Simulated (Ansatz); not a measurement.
# C2H6F2Si: the cost of one run

All numbers below are computed with Ansatz 0.2.0 (RHF/def2-SVP).

## 1. The starting structure

Bond lengths: C1–Si2 1.827 Å, Si2–F3 1.587 Å, Si2–C4 1.842 Å, C4–F5 1.400 Å, C1–H6 1.081 Å, C1–H7 1.066 Å, C1–H8 1.146 Å, Si2–H9 1.530 Å, C4–H10 1.019 Å, C4–H11 1.120 Å. Angles (14 of 18 angles, heavy atoms first): C1–Si2–F3 105.3°, C1–Si2–C4 116.4°, F3–Si2–C4 106.7°, Si2–C4–F5 108.4°, C1–Si2–H9 109.0°, F3–Si2–H9 108.5°, C4–Si2–H9 110.5°, Si2–C1–H6 112.5°, Si2–C1–H7 113.1°, Si2–C1–H8 107.2°, Si2–C4–H10 115.0°, Si2–C4–H11 109.2°, F5–C4–H10 108.6°, F5–C4–H11 101.8°.

Coordinates:

```xyz
11

C    -0.8740   -0.6722    1.1139
Si    0.6347   -0.0316    0.3071
F     1.6130   -1.2769    0.1998
C     0.4318    0.6325   -1.3989
F    -0.5506    1.6295   -1.3708
H    -1.3923   -1.3987    0.5033
H    -0.6982   -1.0337    2.1016
H    -1.6073    0.2035    1.2052
H     1.2802    1.0159    1.2163
H     1.2776    1.0210   -1.8136
H    -0.0496   -0.1463   -2.0432
```

## 2. End point A

Contents of input.yaml:

```yaml
crystal:
  periodic: [false, false, false]
  atoms:
    - { symbol: C, position_ang: [-0.874, -0.6722, 1.1139] }
    - { symbol: Si, position_ang: [0.6347, -0.0316, 0.3071] }
    - { symbol: F, position_ang: [1.613, -1.2769, 0.1998] }
    - { symbol: C, position_ang: [0.4318, 0.6325, -1.3989] }
    - { symbol: F, position_ang: [-0.5506, 1.6295, -1.3708] }
    - { symbol: H, position_ang: [-1.3923, -1.3987, 0.5033] }
    - { symbol: H, position_ang: [-0.6982, -1.0337, 2.1016] }
    - { symbol: H, position_ang: [-1.6073, 0.2035, 1.2052] }
    - { symbol: H, position_ang: [1.2802, 1.0159, 1.2163] }
    - { symbol: H, position_ang: [1.2776, 1.021, -1.8136] }
    - { symbol: H, position_ang: [-0.0496, -0.1463, -2.0432] }
basis:
  gaussian: { orbitals: def2-SVP }
hamiltonian:
  xc: hf
relax:
  f_tol: 0.015
  max_steps: 40
```

Launch:

```bash
> ansatz run input.yaml --threads 1 --pin off --max-ram 2048MiB --backend cpu --events-out ev --progress --plain --runs-dir out
```

**Question.** How long does this run take on 1 thread of Intel Xeon Platinum 8559C (Emerald Rapids), shared host, and how much memory does it need?

About 15 s, with a peak of 0.23 GiB.
